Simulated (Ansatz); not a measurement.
# BSiGeH (quintet): from Hartree-Fock to the top rungs, cc-pVTZ

An exercise on one series of results from a longer session: the logs are not shown, and one member is left open.

Computed with Ansatz 0.2.0, Gaussian basis. Level: cc-pVTZ, core rule «outside noble gas», up to 20 orbitals frozen.

To be run: UHF; CCSD(T) on ROHF; CCSD(T) on UHF; BCCD(T) on ROHF; CCSDT(Q) on ROHF; CCSDT(Q) on UHF.

5 further runs of the same task are left out: 1 that didn't finish, 4 set aside as unsound or not needed.

## The system

The geometry is a PBE0/def2-TZVP stationary point (not a proven minimum) of the parent state, kept for this charge and spin. No spin-orbit coupling is included. The filled d shell of Ge may be among the frozen orbitals whatever the setting's name suggests; the logs give the count.

4 atoms, charge 0, spin multiplicity 5.

Atoms are counted from 1 here; the program's logs count them from 0.

Bond lengths: B1–Si2 1.955 Å, B1–Ge3 2.037 Å, Si2–Ge3 2.247 Å, Si2–H4 1.493 Å. Angles: Si2–B1–Ge3 68.5°, B1–Si2–Ge3 57.5°, B1–Si2–H4 125.2°, Ge3–Si2–H4 177.3°, B1–Ge3–Si2 54.0°.

Geometry (Å):

```
B     0.0000   -1.4554    0.5853
Si    0.0000    0.2594    1.5238
Ge    0.0000    0.1104   -0.7180
H     0.0000    0.4282    3.0075
```

The first run:

File in.yaml:

```yaml
crystal:
  periodic: [false, false, false]
  atoms:
    - {symbol: B, position_ang: [0.000000, -1.455407, 0.585347]}
    - {symbol: Si, position_ang: [0.000000, 0.259390, 1.523825]}
    - {symbol: Ge, position_ang: [0.000000, 0.110375, -0.718019]}
    - {symbol: H, position_ang: [0.000000, 0.428237, 3.007464]}
basis:
  gaussian: {orbitals: cc-pVTZ}
magnetization: {spin_polarized: true, initial_magnetization: 4}
hamiltonian: {xc: hf}
output: {orbitals: {seedname: orbitals}}
```

Started as:

```
$ ansatz run in.yaml --threads 1 --pin off --events-out ev --progress --plain --max-ram 4096MiB --backend cpu
```

Steps of the session up to this table: UHF; CCSD(T) on ROHF; CCSD(T) on UHF; BCCD(T) on ROHF; CCSDT(Q) on ROHF; CCSDT(Q) on UHF.

One table of the session follows, with a row left open; its other results are not shown here.

It belongs to the step «Misses and costs». 

| method | from RCCSDT(Q) (kJ/mol) |
| --- | --- |
| ROHF | +815.1 |
| UHF | +783.0 |
| RMP2 | +145.1 |
| UMP2 | +158.3 |
| RCCSD | +58.2 |
| UCCSD | +56.2 |
| RCCSD(T) | +9.9 |
| UCCSD(T) | +9.6 |
| BCCD(T) | +9.8 |
| RCCSDT | +4.2 |
| UCCSDT | +3.3 |
| RCCSDT(Q) | 0 |
| UCCSDT(Q) | ? |

**Question.** Estimate the row for UCCSDT(Q).

As computed: from RCCSDT(Q) (kJ/mol): -1.0. In the column «from RCCSDT(Q) (kJ/mol)» it is the lowest.

Limits of these values: Restricted and unrestricted rows rest on different reference determinants; where their highest levels disagree by more than a few hundredths of an eV, they describe different states and don't form one ladder.
